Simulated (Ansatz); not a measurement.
**CH7ClN2Zr: one species, many methods**

One table from this session's results is given with a row withheld; the runs are named, their logs left out.

The runs use Ansatz 0.2.0, Gaussian basis; functionals in def2-TZVPP, the program's frozen cores in correlated methods.

The runs, in order: LDA (SPW92), PBE-D4, revPBE-D4, BLYP-D4, r2SCAN-D4, B97M-V, PBE0-D4, B3LYP-D4, r2SCANh-D4, r2SCAN0-D4, HSE06-D4, BHLYP-D4, CAM-B3LYP-D4, LC-ωPBE, ωB97X-V, ωB97M-V, B2PLYP, PBE-QIDH; CCSD(T)/def2-SVP; CCSD(T)/def2-TZVPP; MP2/def2-QZVPP; extrapolation to the limit; RPA on PBE.

## The relaxed structure

All runs share one geometry, relaxed beforehand with PBE0-D4 in a triple-zeta def2 set. Zr takes the def2 core potential; no spin-orbit term is included.

SMILES `[CH3][Zr]([NH2])([NH2])[Cl]`, 12 atoms, charge 0, spin multiplicity 1.

Atoms are counted from 1 here; the program's logs count them from 0.

Bond lengths: C1–Zr2 2.221 Å, C1–H6 1.096 Å, C1–H7 1.097 Å, C1–H8 1.096 Å, Zr2–N3 2.019 Å, Zr2–N4 2.021 Å, Zr2–Cl5 2.377 Å, N3–H9 1.011 Å, N3–H10 1.013 Å, N4–H11 1.010 Å, N4–H12 1.012 Å. Angles: Zr2–C1–H6 111.5°, Zr2–C1–H7 110.2°, Zr2–C1–H8 112.0°, H6–C1–H7 107.9°, H6–C1–H8 107.2°, H7–C1–H8 107.7°, C1–Zr2–N3 107.9°, C1–Zr2–N4 104.3°, C1–Zr2–Cl5 108.9°, N3–Zr2–N4 107.8°, N3–Zr2–Cl5 115.2°, N4–Zr2–Cl5 112.1°, Zr2–N3–H9 127.5°, Zr2–N3–H10 123.6°, H9–N3–H10 108.7°, Zr2–N4–H11 127.3°, Zr2–N4–H12 123.8°, H11–N4–H12 108.7°.

The first run:

File in.yaml:

```yaml
crystal:
  periodic: [false, false, false]
  atoms:
    - {symbol: C, position_ang: [-1.431666, 1.105957, 0.263944]}
    - {symbol: Zr, position_ang: [0.418019, 0.102900, -0.446973]}
    - {symbol: N, position_ang: [1.722871, 0.044293, 1.093113]}
    - {symbol: N, position_ang: [-0.161800, -1.792575, -0.839597]}
    - {symbol: Cl, position_ang: [1.199779, 1.218479, -2.394562]}
    - {symbol: H, position_ang: [-1.773042, 0.689927, 1.219246]}
    - {symbol: H, position_ang: [-1.250418, 2.178385, 0.407877]}
    - {symbol: H, position_ang: [-2.256329, 0.999891, -0.449664]}
    - {symbol: H, position_ang: [2.728618, 0.142681, 1.052168]}
    - {symbol: H, position_ang: [1.441757, -0.007126, 2.064663]}
    - {symbol: H, position_ang: [0.121578, -2.632602, -0.355205]}
    - {symbol: H, position_ang: [-0.759368, -2.050219, -1.615012]}
basis:
  gaussian: {orbitals: def2-TZVPP}
hamiltonian: {xc: lda}
output: {orbitals: {seedname: orbitals}}
```

The run is started by

```
ansatz run in.yaml --threads 2 --pin off --events-out ev --progress --plain --max-ram 22528MiB --backend cuda --devices 0, --max-vram 18GiB
```

Among the steps run: LDA; PBE-D4 (GGA); revPBE-D4 (GGA); BLYP-D4 (GGA); r2SCAN-D4 (meta-GGA); B97M-V (meta-GGA); B3LYP-D4 (hybrid); r2SCANh-D4 (hybrid); r2SCAN0-D4 (hybrid); HSE06-D4 (hybrid); BHLYP-D4 (hybrid); CAM-B3LYP-D4 (range-separated); LC-ωPBE (range-separated); ωB97X-V (range-separated); ωB97M-V (range-separated); B2PLYP (double hybrid); PBE-QIDH (double hybrid).

One of the session's tables, all rows but one given; the rest of the session is left out.

It belongs to the step «Frontier levels by functional». 

| functional | HOMO (eV) | gap (eV) |
| --- | --- | --- |
| LDA (SPW92) | -6.20 | 4.23 |
| PBE-D4 | ? | ? |
| revPBE-D4 | -5.99 | 4.35 |
| BLYP-D4 | -5.92 | 4.29 |
| r2SCAN-D4 | -6.33 | 4.81 |
| B97M-V | -6.40 | 4.89 |
| PBE0-D4 | -7.39 | 6.56 |
| B3LYP-D4 | -7.15 | 6.07 |
| r2SCANh-D4 | -6.83 | 5.64 |
| r2SCAN0-D4 | -7.58 | 6.89 |
| HSE06-D4 | -6.98 | 5.77 |
| BHLYP-D4 | -8.62 | 8.81 |
| CAM-B3LYP-D4 | -8.80 | 9.07 |
| LC-ωPBE | -10.23 | 11.65 |
| ωB97X-V | -9.85 | 11.10 |
| ωB97M-V | -9.72 | 10.47 |

Q: Estimate the row for PBE-D4 from the others.

**Answer.** HOMO (eV): -6.05; gap (eV): 4.32. In the column «HOMO (eV)» it lies between LDA (SPW92) (-6.20) and revPBE-D4 (-5.99).
